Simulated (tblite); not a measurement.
# Cl6H13In10N5S12: the cost of one run

Computed with tblite 0.8.0 and PySCF 2.14.0 and routines of our own; the level stands in each step. Atoms count from 0.

### Step 1. The system as given

46 atoms, charge -2, multiplicity 1; geometry from: force field, distance geometry or constructed start.

### Step 2. Relaxing the molecule with GFN2-xTB

Job settings and geometry (Å):

```
{"job": {"kind": "relax", "xc": "GFN2-xTB", "basis": "xTB"}, "charge": -2, "multiplicity": 1}
In     1.039400    -2.593200    -1.518100
In    -2.490100    -2.588800    -1.523400
In     2.800400    -1.577100     1.359700
In    -0.726900    -1.570400     1.352500
In     1.033500     3.506600    -1.513100
In     2.791900     0.457700    -1.519100
In    -0.726100     0.459900    -1.519800
In     1.037900     1.477500     1.360200
In    -2.484200     1.472700     1.358300
In    -0.729000     0.457400     4.235500
Cl     2.793100    -1.576000    -2.237400
N     -0.728700    -1.576800    -2.235300
N      1.031100    -2.590700     0.644900
Cl    -2.484700    -2.592000     0.637200
N      2.793000     0.463300     0.640100
Cl    -0.728100    -1.574200     3.521400
N     -0.725800     0.460100     0.640800
Cl     1.033400     3.504400     0.638900
N      1.033900     1.476600    -2.232800
Cl     1.037300     1.475700     3.517800
Cl    -2.489200     1.478600     3.516600
H      1.033600    -3.570400     0.986400
S     -4.500300     0.315000     0.542000
H     -5.147400     1.521500     0.226700
S      1.035000    -4.917500    -2.339000
H      1.198900    -4.504300    -3.670700
S     -2.486200    -4.917800    -2.340600
H     -3.883500    -4.911300    -2.516600
S     -2.742400     1.623000    -2.341900
H     -2.390000     1.392300    -3.679400
S      4.815500     1.623200    -2.341000
H      5.664100     0.707600    -1.698200
S      2.794200    -1.574700     3.826800
H      3.940000    -2.395900     3.884000
S      3.052400     4.674000    -2.343200
H      2.281900     5.639300    -3.018600
S      4.811100    -2.739100     0.531300
H      5.666300    -1.854000     1.220400
S     -0.981200     4.668300    -2.340000
H     -1.015400     5.527700    -1.218900
S     -0.726300     0.455900     6.707700
H     -2.001600    -0.127100     6.759200
S     -2.482000     3.804500     0.531800
H     -3.389600     4.210400     1.531100
S     -4.507400    -1.425300    -2.337500
H     -4.153700    -1.656100    -3.686200
```

Launch:

```
> OMP_NUM_THREADS=8 python large_run.py task.json out
```

The driver reads the jobs from task.json and runs them one after another.

Q: Estimate the wall time and peak memory of this first job on 8 threads of Arm Neoverse N1, shared host.

About 1.7 min, with a peak of 0.16 GiB.
